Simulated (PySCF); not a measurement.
Molecule: NZnBrH2, in a box.

```
N Zn Br H
1.0
    13.00000    0.00000    0.00000
     0.00000   13.00000    0.00000
     0.00000    0.00000   12.00000
N Zn Br H
1 1 1 2
Direct
  0.43069 0.58600 0.47129
  0.51428 0.48517 0.52944
  0.62352 0.36925 0.59642
  0.38023 0.56607 0.40927
  0.38880 0.63196 0.52529
```

The cell isn't the ideal one: atoms moved at random, drawn with an rms of 0.05 Å.

Base run:

```yaml
Program: PySCF 2.14.0
Functional: r2SCAN0
Dispersion: D4
Potentials_or_basis: def2-svp (all-electron)
k_mesh: 1 × 1 × 1
Occupations: fixed
Spin: no spin polarisation
```

Its results: gap between the frontier levels 6.46 eV.

Problem. The run is repeated on the same cell with these changes: functional from r2SCAN0 to r2SCAN50. What comes out?

Solution. Gap between the frontier levels 8.49 eV.

Caveats: this is a molecule in a periodic box at the Γ point, so its band gap is the HOMO-LUMO gap; relativity is left out, which matters for the heavier elements; the basis of atomic orbitals isn't converged, which shifts pressures, moduli and gaps.

